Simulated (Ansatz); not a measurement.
# Sn2F: the cost of one run

Computed with Ansatz 0.2.0 (DFT PBE, scalar-relativistic, plane waves, PAW, unless a step's input says otherwise).

2 further runs of the same task are left out: 1 that didn't finish, 1 set aside as unsound or not needed.

## (1) The system as given

Symmetry: F-43m, No. 216, cubic system. Conventional cell: a = 6.305 Å, b = 6.305 Å, c = 6.305 Å, α = 90.00°, β = 90.00°, γ = 90.00°. Sn (site symmetry -43m) has 4 Sn at 2.73 Å and 4 F at 2.73 Å as nearest neighbours. Sn (site symmetry -43m) has 4 Sn at 2.73 Å as nearest neighbours. F (site symmetry -43m) is surrounded by 4 Sn at 2.73 Å.

Coordinates:

```
Sn F
1.0
     0.00000    3.15272    3.15272
     3.15272    0.00000    3.15272
     3.15272    3.15272    0.00000
Sn F
2 1
Direct
  0.75000 0.75000 0.75000
  0.50000 0.50000 0.50000
  0.00000 0.00000 0.00000
```

A structure generator made this guess: species swapped into a database cell of Cu2Se (F-43m, No. 216), with Sn on the Cu sites and F on the Se sites. The dimensions are guesses.

## (2) The guess as it stands, on a coarse mesh

The input, input.yaml:

```yaml
crystal:
  lattice:
    - [0.0, 3.15271987, 3.15271987]
    - [3.15271987, 0.0, 3.15271987]
    - [3.15271987, 3.15271987, 0.0]
  atoms:
    - { symbol: Sn, position: [0.75, 0.75, 0.75] }
    - { symbol: Sn, position: [0.5, 0.5, 0.5] }
    - { symbol: F, position: [0.0, 0.0, 0.0] }
basis:
  ecutwfc: 420
kpoints:
  mp_grid: { grid: [6, 6, 6] }
hamiltonian:
  xc: pbe
scf:
  occupations: { method: gaussian, width: 0.1 }
  lower_state_search: "off"
output:
  forces: true
  stress: true
  eigenvalues: true
```

Launch:

```bash
ansatz run input.yaml --threads 1 --pin off --max-ram 2560MiB --backend cpu --events-out ev --progress --plain --runs-dir out
```

Q: Estimate wall time and peak memory on 1 thread of Arm Neoverse V2, shared host.

About 2.3 s, with a peak of 0.3 GiB.
